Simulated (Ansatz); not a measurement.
Predict the output of the script below (the Python package of Ansatz (0.2.0)).

`ash6in.xyz`
```text
8

As   -0.62740    0.32029   -0.95379
In    0.89980   -0.46051    1.39184
H    -1.66876    1.39193   -1.01166
H    -1.51275   -0.58898   -1.74369
H    -0.01765    0.83751   -2.21648
H     0.14991    0.65530    2.43920
H     2.41189   -0.07673    0.71279
H     0.36496   -2.07882    1.38180
```

The script, `states_ash6in.py`:
```python
# -*- coding: utf-8 -*-
import ansatz as az
import numpy as np

BASIS_SET = "def2-SVP"
FUNCTIONAL = "pbe"

molecule = az.Crystal.molecule_from_extxyz("ash6in.xyz")
symbols = [site.symbol for site in molecule.cartesian_sites]

start = np.array([site.position_ang for site in molecule.cartesian_sites])
for factor in [1.0, 1.25, 1.6]:
    xyz = (start - start.mean(axis=0)) * factor
    scaled = az.Crystal.molecule()
    for symbol, place in zip(symbols, xyz):
        scaled = scaled.atom(symbol, place.tolist())
    model = scaled.calculation()
    model = model.basis(gaussian=BASIS_SET)
    model = model.functional(FUNCTIONAL)
    model = model.spin("collinear")
    for search in ("off", "standard"):
        try:
            summary = model.scf(lower_state_search=search).run(threads=1).report
        except az.AnsatzError as error:
            print(f"x{factor} search {search}: {type(error).__name__}")
            continue
        state = summary["mean_field"]["state"]
        print(f"all distances x{factor}, search {search:8s} E = {summary['free_energy_ev']:.5f} eV  <S^2> = {abs(state['spin_squared']):.3f}  other states met: {len(summary['mean_field']['others'])}")
```

```console
$ python states_ash6in.py
all distances x1.0, search off      E = -66094.19009 eV  <S^2> = 0.000  other states met: 0
all distances x1.0, search standard E = -66094.19009 eV  <S^2> = 0.000  other states met: 0
all distances x1.25, search off      E = -66090.92008 eV  <S^2> = 0.000  other states met: 0
all distances x1.25, search standard E = -66090.92008 eV  <S^2> = 0.000  other states met: 0
all distances x1.6, search off      E = -66082.98093 eV  <S^2> = 0.000  other states met: 0
all distances x1.6, search standard E = -66083.09730 eV  <S^2> = 0.602  other states met: 12
```

Reading the output:
- Total energies depend on the basis set; only differences at equal settings carry meaning.
- The count of other states can hold repeated and symmetry-equivalent ends of the search; scaling all distances is a test, and for more than two atoms no physical path.
- The structure is a rough, unrelaxed start.
- def2 sets replace the cores of elements past krypton by effective core potentials.
- The expectation value of S² is noticeably off S(S+1) in at least one run, so that state is spin-contaminated.
- Wall time of the script: 44 s on 1 thread of Arm Neoverse V1, on a shared host, peak memory 0.26 GiB.
